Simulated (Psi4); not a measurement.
# GaNH3 (SMILES [NH2][GaH]): UB3LYP/6-31G(d) (Cartesian functions)

Aim: the vertical ionisation energy of GaNH3 at UB3LYP/6-31G* (Cartesian functions), from 2 runs. 

The calculation is run with Psi4 1.11.

2 further runs of the same task are left out: 1 that didn't finish, 1 set aside as unsound or not needed.

### 1 The system as given

GaNH3: 5 atoms, total charge 0, spin state doublet. As SMILES, `[NH2][GaH]`. The coordinates come from a PBE0-D4/def2-TZVP relaxation. This is one conformer, not always the lowest.

Bond lengths: N1–Ga2 1.825 Å, N1–H3 1.008 Å, N1–H4 1.006 Å, Ga2–H5 1.594 Å. Angles: N1–Ga2–H5 116.9°, Ga2–N1–H3 123.8°, Ga2–N1–H4 124.3°, H3–N1–H4 111.9°.

### 2 Energy and gradient at UB3LYP/6-31G(d) (Cartesian functions)

job.in reads:

```
memory 2.2 GB

molecule geom {
  0 2
  N     -0.211900    -0.684000     0.064700
  Ga     0.815500     0.782900     0.417000
  H     -0.946800    -0.701300    -0.625100
  H     -0.115200    -1.569300     0.532000
  H      0.508200     2.097900    -0.430100
  units angstrom
  symmetry c1
  no_reorient
  no_com
}

set reference uks
set puream false
set e_convergence 1e-09
set d_convergence 1e-08
set scf_type pk
set dft_radial_points 99
set dft_spherical_points 590
set maxiter 100

energy_value, wavefunction = gradient('b3lyp/6-31G*', return_wfn=True)
oeprop(wavefunction, 'MULLIKEN_CHARGES', 'WIBERG_LOWDIN_INDICES', 'QUADRUPOLE', title='B3LYP')
print_variables()
```

Command:

```bash
$ psi4 -i job.in -o job.out -n 1
```

job.out:

```text
[...]
  Running in c1 symmetry.
[...]
  Nuclear repulsion =   95.419926874908640
[...]
  Multiplicity = 2
[...]
  Nalpha       = 21
  Nbeta        = 20
[...]
    Number of basis functions: 56
[...]
   @UKS iter   1: -1978.98851010145017   -1.44621e+00   5.69710e-02 ADIIS/DIIS
[...]
   @UKS iter  13: -1981.15069101330960   -9.32232e-12   8.77784e-09 DIIS
[...]
   @S^2 Observed:                7.527398264E-01
[...]
    Orbital Energies [Eh]
    ---------------------
    Alpha Occupied:
       1A   -372.555494     2A    -45.939432     3A    -40.695940
       4A    -40.694558     5A    -40.692834     6A    -14.318105
       7A     -5.505815     8A     -3.790927     9A     -3.786934
      10A     -3.783077    11A     -0.853764    12A     -0.823177
      13A     -0.821579    14A     -0.819074    15A     -0.818057
      16A     -0.795074    17A     -0.481095    18A     -0.455877
      19A     -0.341039    20A     -0.254179    21A     -0.195398
    Alpha Virtual:
      22A     -0.036448    23A      0.020117    24A      0.074862
      25A      0.083049    26A      0.127783    27A      0.145931
[...]
  @UKS Final Energy: -1981.15069101330960
   => Energetics <=
    Nuclear Repulsion Energy =             95.4199268749086400
    One-Electron Energy =               -2949.4533381621199624
    Two-Electron Energy =                 939.7542174558657280
    DFT Exchange-Correlation Energy =     -66.8714971819638038
    Empirical Dispersion Energy =           0.0000000000000000
    VV10 Nonlocal Energy =                  0.0000000000000000
    Total Energy =                      -1981.1506910133095971
[...]
  -Total Gradient:
     Atom            X                  Y                   Z
    ------   -----------------  -----------------  -----------------
       1        0.000821306066     0.000705388598     0.000473127548
       2       -0.004694754111    -0.002534139101    -0.003390745478
       3        0.003909418304    -0.000236044189     0.003800727489
       4       -0.000913406626     0.004431015824    -0.002729208498
       5        0.000877294836    -0.002365634760     0.001845720603
[...]
 Multipole Moments:
 ------------------------------------------------------------------------------------
     Multipole            Electronic (a.u.)      Nuclear  (a.u.)        Total (a.u.)
 ------------------------------------------------------------------------------------
 L = 1.  Multiply by 2.5417464519 to convert [e a0] to [Debye]
 Dipole X            :        -44.1894198           43.9236602           -0.2657595
 Dipole Y            :        -36.8983223           36.4890997           -0.4092226
 Dipole Z            :        -24.3743665           24.2956419           -0.0787246
 Magnitude           :                                                    0.4942558
 L = 2.  Multiply by 1.3450342976 to convert [e a0^2] to [Debye ang]
 Quadrupole XX       :        -96.6281927           78.9152745          -17.7129182
 Quadrupole XY       :        -80.9960996           81.1260496            0.1299501
[...]
  Mulliken Charges: (a.u.)
   Center  Symbol    Alpha    Beta     Spin     Total
       1     N     3.93295  3.90937  0.02358 -0.84233
       2    GA    15.80386 15.02907  0.77479  0.16706
       3     H     0.34588  0.32608  0.01980  0.32803
       4     H     0.33289  0.33664 -0.00375  0.33047
       5     H     0.58441  0.39883  0.18558  0.01676
   Total alpha = 21.00000, Total beta = 20.00000, Total charge = -0.00000
  Wiberg Bond Indices using Orthogonal Lowdin Orbitals:
  Total Bond Index:
[...]
```

It took 8.4 s on 1 thread of AMD EPYC 9R45 (Zen 5), shared host; peak memory 0.62 GiB.

### 3 The singlet cation at the same level

gah3n.xyz reads:

```xyz
5
GaH3N
N     -0.211900    -0.684000     0.064700
Ga     0.815500     0.782900     0.417000
H     -0.946800    -0.701300    -0.625100
H     -0.115200    -1.569300     0.532000
H      0.508200     2.097900    -0.430100
```

calc.py reads:

```python
import psi4

psi4.set_memory('2200 MB')
psi4.set_num_threads(1)
psi4.core.set_output_file('gah3n.out', False)

with open('gah3n.xyz') as f:
    atoms = ''.join(f.readlines()[2:])
mol = psi4.geometry('1 1\n' + atoms + 'symmetry c1\nno_reorient\nno_com')

psi4.set_options({
    'puream': False,
    'e_convergence': 1e-09,
    'd_convergence': 1e-08,
    'scf_type': 'pk',
    'dft_radial_points': 99,
    'dft_spherical_points': 590,
})

e, wfn = psi4.gradient("b3lyp/6-31G*", molecule=mol, return_wfn=True)
psi4.oeprop(wfn, "WIBERG_LOWDIN_INDICES", "MULLIKEN_CHARGES", "MAYER_INDICES", title="B3LYP")
print('gradient / Eh bohr^-1')
print(e.np.round(6))
print(f'energy = {wfn.energy():.10f} Eh')
```

Command:

```bash
$ python calc.py
```

gah3n.out (excerpt; [...] marks lines left out):

```text
[...]
  Running in c1 symmetry.
[...]
  Nuclear repulsion =   95.419926874908640
[...]
  Multiplicity = 1
[...]
  Nalpha       = 20
  Nbeta        = 20
[...]
    Number of basis functions: 56
[...]
   @RKS iter   1: -1978.86509842762644   -1.32280e+00   5.59603e-02 DIIS/ADIIS
[...]
   @RKS iter  13: -1980.85650394873232   -4.09273e-12   4.76221e-09 DIIS
[...]
  @RKS Final Energy: -1980.85650394873232
   => Energetics <=
    Nuclear Repulsion Energy =             95.4199268749086400
    One-Electron Energy =               -2937.6915078070733216
    Two-Electron Energy =                 928.0516807859112305
    DFT Exchange-Correlation Energy =     -66.6366038024788025
    Empirical Dispersion Energy =           0.0000000000000000
    VV10 Nonlocal Energy =                  0.0000000000000000
    Total Energy =                      -1980.8565039487323247
[...]
 Multipole Moments:
 ------------------------------------------------------------------------------------
     Multipole            Electronic (a.u.)      Nuclear  (a.u.)        Total (a.u.)
 ------------------------------------------------------------------------------------
 L = 1.  Multiply by 2.5417464519 to convert [e a0] to [Debye]
 Dipole X            :        -42.5519880           43.9236602            1.3716722
 Dipole Y            :        -35.5977747           36.4890997            0.8913250
 Dipole Z            :        -23.4187624           24.2956419            0.8768794
 Magnitude           :                                                    1.8560341
[...]
  -Total Gradient:
     Atom            X                  Y                   Z
    ------   -----------------  -----------------  -----------------
       1       -0.031017916368    -0.003407774929    -0.028014467606
       2        0.043821155337     0.008772746275     0.037823489601
       3        0.005341404105    -0.009544006208     0.009152250128
       4       -0.000034014706     0.008342031318    -0.003560391234
       5       -0.018110909687    -0.004162512230    -0.015401349467
[...]
  Mulliken Charges: (a.u.)
   Center  Symbol    Alpha    Beta     Spin     Total
       1     N     3.88872  3.88872  0.00000 -0.77745
       2    GA    15.12479 15.12479  0.00000  0.75042
       3     H     0.29332  0.29332  0.00000  0.41336
       4     H     0.30175  0.30175  0.00000  0.39649
[...]
```

On the terminal:

```text
gradient / Eh bohr^-1
[[-3.1018e-02 -3.4080e-03 -2.8014e-02]
 [ 4.3821e-02  8.7730e-03  3.7823e-02]
 [ 5.3410e-03 -9.5440e-03  9.1520e-03]
 [-3.4000e-05  8.3420e-03 -3.5600e-03]
 [-1.8111e-02 -4.1630e-03 -1.5401e-02]]
energy = -1980.8565039487 Eh
```

Wall time 5.7 s (1 thread of AMD EPYC 9R45 (Zen 5), shared host); peak memory 0.62 GiB.

### 4 Results

Level: UB3LYP/6-31G* (Cartesian functions).

| quantity | value |
| --- | --- |
| doublet GaNH3: total energy | -1981.15069 Eh |
| doublet GaNH3: dipole moment | 1.26 D |
| doublet GaNH3: HOMO energy (highest over α and β) | -5.32 eV |
| doublet GaNH3: LUMO energy (lowest over α and β) | -2.68 eV |
| doublet GaNH3: ⟨S²⟩ | 0.753 |
| doublet GaNH3: largest force on an atom | 0.325 eV/Å |
| singlet cation: total energy | -1980.85650 Eh |
| singlet cation: HOMO energy | -13.18 eV |
| singlet cation: LUMO energy | -10.65 eV |
| singlet cation: HOMO–LUMO gap | 2.53 eV |
| singlet cation: largest force on an atom | 3.011 eV/Å |
| vertical ionisation energy (to the singlet cation) | 8.005 eV |

The vertical ionisation energy comes to 8.01 eV (185 kcal/mol). The largest force (doublet GaNH3) is 0.33 eV/Å: the shape isn't a stationary point for this species at this level. Only the singlet of the ionised species was computed; a triplet could lie lower. Mulliken charges (doublet GaNH3) run from -0.84 on N1 to +0.33 on H4. Mulliken charges (singlet cation) run from -0.78 on N1 to +0.75 on Ga2; they depend strongly on the basis.
